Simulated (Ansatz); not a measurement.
**CH4GeN+: single points off equilibrium**

The task here is to estimate one member of a computed series from the others.

Method: single points in def2-TZVPP; program: Ansatz 0.2.0, Gaussian basis.

Cores are frozen in the correlated methods. Filled d shells of the heavier atoms are correlated.

## Where the work starts

SMILES `[NH+]#[C][GeH3]`, 7 atoms, charge 1, spin multiplicity 1.

Atoms are counted from 1 here; the program's logs count them from 0.

Bond lengths: N1–C2 1.165 Å, N1–H4 0.991 Å, C2–Ge3 1.999 Å, Ge3–H5 1.483 Å, Ge3–H6 1.475 Å, Ge3–H7 1.514 Å. Angles: C2–N1–H4 175.6°, N1–C2–Ge3 178.4°, C2–Ge3–H5 100.6°, C2–Ge3–H6 98.0°, C2–Ge3–H7 96.5°, H5–Ge3–H6 122.2°, H5–Ge3–H7 113.3°, H6–Ge3–H7 118.1°.

Geometry (Å):

```xyz
7
charge 1, multiplicity 1
N    -0.6564   -1.8151    0.1041
C    -0.2605   -0.7201    0.0787
Ge    0.4214    1.1565   -0.0214
H    -1.0479   -2.7224    0.1728
H    -0.1296    1.5767   -1.3326
H    -0.1301    1.6442    1.2570
H     1.8920    0.8026   -0.0745
```

Set-up of the first run:

Input file run/in.yaml:

```yaml
crystal:
  periodic: [false, false, false]
  atoms:
    - {symbol: N, position_ang: [-0.656400, -1.815100, 0.104100]}
    - {symbol: C, position_ang: [-0.260500, -0.720100, 0.078700]}
    - {symbol: Ge, position_ang: [0.421400, 1.156500, -0.021400]}
    - {symbol: H, position_ang: [-1.047900, -2.722400, 0.172800]}
    - {symbol: H, position_ang: [-0.129600, 1.576700, -1.332600]}
    - {symbol: H, position_ang: [-0.130100, 1.644200, 1.257000]}
    - {symbol: H, position_ang: [1.892000, 0.802600, -0.074500]}
basis:
  gaussian: {orbitals: def2-TZVPP}
total_charge: 1
correlation: {method: ccsd_t}
output: {forces: true}
```

The command line of these runs was not kept.

Steps of the session up to this table: CCSD(T)/def2-TZVPP; PBE0-D4/def2-TZVPP; wB97M-V/def2-TZVPP; r2SCAN-D4/def2-TZVPP; PBE-D4/def2-TZVPP; revPBE-D4/def2-TZVPP; r2SCANh-D4/def2-TZVPP.

One of the session's tables, all rows but one given; the rest of the session is left out.

| method | RMS force component (eV/Å) | angle to CCSD(T) forces (°) |
| --- | --- | --- |
| CCSD(T) | 0.819 | reference |
| PBE0-D4 | ? | ? |
| wB97M-V | 1.244 | 9.9 |
| r2SCAN-D4 | 1.017 | 6.8 |
| PBE-D4 | 0.831 | 11.8 |
| revPBE-D4 | 0.773 | 13.7 |
| r2SCANh-D4 | 1.140 | 8.9 |

**Question.** Estimate the row for PBE0-D4.

**Answer.** RMS force component (eV/Å): 1.187; angle to CCSD(T) forces (°): 8.1. In the column «RMS force component (eV/Å)» it lies between r2SCANh-D4 (1.140) and wB97M-V (1.244).
